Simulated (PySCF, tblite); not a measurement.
**C₆H₁₁B: geometry, infrared bands and NMR shifts**

Aim: predict the infrared bands and NMR shifts of C₆H₁₁B (`BCCC=C=CC`).

The runs use tblite 0.8.0 and PySCF 2.14.0, with density-fitted response routines of our own; the level of theory stands in each step. All values are computed, except where a source is named. Atoms count from 0, in the outputs and in this text.

### 1 The molecule as given

18 atoms, charge 0, multiplicity 1; geometry from: force field or distance geometry start.

Bonds of the start (Å): B0–C1 1.60, C1–C2 1.54, C2–C3 1.51, C3–C4 1.30, C4–C5 1.31, C5–C6 1.49, B0–H7 1.18, B0–H8 1.19, C1–H9 1.10, C1–H10 1.11, C2–H11 1.10, C2–H12 1.13, C3–H13 1.07, C5–H14 1.09, C6–H15 1.10, C6–H16 1.11, C6–H17 1.12.

### 2 Optimising the geometry with GFN2-xTB

Job settings and geometry (Å):

```
{"job": {"kind": "relax", "xc": "GFN2-xTB", "basis": "xTB"}, "charge": 0, "multiplicity": 1}
B     -1.991000    -1.299100     1.977200
C     -1.403800    -0.403500     0.790900
C     -0.569300     0.757200     1.361100
C     -0.044100     1.631200     0.245600
C      0.866600     1.175400    -0.560900
C      1.770300     0.722000    -1.390300
C      1.898000    -0.739400    -1.646800
H     -1.270600    -1.830200     2.746100
H     -3.163800    -1.429100     2.087600
H     -2.241800    -0.021400     0.187800
H     -0.761200    -1.059800     0.165600
H      0.265500     0.377200     1.972100
H     -1.229300     1.389200     2.021600
H     -0.363500     2.652200     0.170400
H      2.440400     1.425000    -1.878600
H      2.721500    -0.928700    -2.347300
H      0.952800    -1.129400    -2.072800
H      2.114700    -1.282400    -0.694100
```

Command:

```sh
$ OMP_NUM_THREADS=1 python probes_run.py task.json out
```

One launch serves the whole session: the jobs run in the order shown.

**Question.** This job is followed by: GFN2-xTB harmonic vibrations, gas phase; GIAO PBE0/pcSseg-1 NMR shielding, non-relativistic, gas phase. Predict these results of the whole session: strongest single infrared mode (GFN2-xTB); zero-point energy (GFN2-xTB); 13C shifts against TMS (PBE0/pcSseg-1); 1H shifts against TMS (PBE0/pcSseg-1, means over atoms taken as alike); 11B shifts against BF3·OEt2 (PBE0/pcSseg-1).

As calculated:

| quantity | value |
| --- | --- |
| strongest single infrared mode (GFN2-xTB) | 2670 cm⁻¹, 140 km/mol |
| zero-point energy (GFN2-xTB) | 92.9 kcal/mol |
| 13C shifts against TMS (PBE0/pcSseg-1) | 215.6, 99.2, 91.5, 40.1, 34.8, 19.1 ppm |
| 1H shifts against TMS (PBE0/pcSseg-1, means over atoms taken as alike) | 8.12, 5.40, 5.31, 2.37, 1.80, 1.75 ppm |
| 11B shifts against BF3·OEt2 (PBE0/pcSseg-1) | 92.8 ppm |

What this shows: Relaxing lowered the energy by 1.696 eV in 143 steps; the close pair that moved most is C2–H12, from 1.128 to 1.093 Å. No mode is imaginary among the 48: a minimum at this level. The strongest single mode, at 2670 cm⁻¹, moves mainly H7 and H8. GFN2-xTB is a fitted tight-binding method: band positions and strengths are rough. Its intensities can rank the bands wrongly. C4 (central carbon of an allene) lies farthest downfield among carbon, at 215.6 ppm; the central sp carbon of an allene is among the most deshielded carbons of hydrocarbons. At PBE0/pcSseg-1: Shielding is most anisotropic at B0 (span 201 ppm, paramagnetic term -183 ppm).
